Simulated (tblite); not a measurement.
# C2H12BN3Si: the cost of one run

Computed with tblite 0.8.0 and PySCF 2.14.0, with density-fitted response routines of our own, on a single molecule in the gas phase. Atoms count from 0, in the outputs and in this text.

## 1. The molecule as given

19 atoms, charge 0, multiplicity 1; geometry from: force field or distance geometry start.

Bonds of the start (Å): B0–C1 1.59, C1–N2 1.45, N2–Si3 1.79, Si3–N4 1.79, Si3–N5 1.80, N5–C6 1.46, B0–H7 1.19, B0–H8 1.18, C1–H9 1.11, C1–H10 1.12, N2–H11 1.05, Si3–H12 1.49, N4–H13 1.05, N4–H14 1.04, N5–H15 1.05, C6–H16 1.11, C6–H17 1.11, C6–H18 1.12.

## 2. Optimising the geometry with GFN2-xTB

Job settings and geometry (Å):

```
{"job": {"kind": "relax", "xc": "GFN2-xTB", "basis": "xTB"}, "charge": 0, "multiplicity": 1}
B      2.851200     1.414300    -0.835600
C      1.984600     0.311300    -0.088000
N      0.576400     0.470300    -0.377200
Si    -0.404600    -0.677100     0.587200
N      0.019100    -2.363600     0.144200
N     -2.159500    -0.407700     0.288200
C     -2.535100     0.919700     0.773500
H      2.320100     2.223400    -1.519800
H      4.021500     1.440800    -0.705200
H      2.342000    -0.697300    -0.397700
H      2.169800     0.430100     1.009800
H      0.405600     0.214100    -1.381200
H     -0.123200    -0.485400     2.035300
H     -0.248100    -2.479500    -0.867300
H     -0.601700    -2.983800     0.695800
H     -2.678400    -1.113900     0.869200
H     -1.986100     1.710900     0.224800
H     -3.622800     1.065100     0.603300
H     -2.340700     1.017600     1.874500
```

Command:

```
$ OMP_NUM_THREADS=1 python probes_run.py task.json out
```

This one command runs all jobs of the session in turn.

**Question.** How long does this first job take on 1 thread of Arm Neoverse N1, shared host?

About 1.2 s.
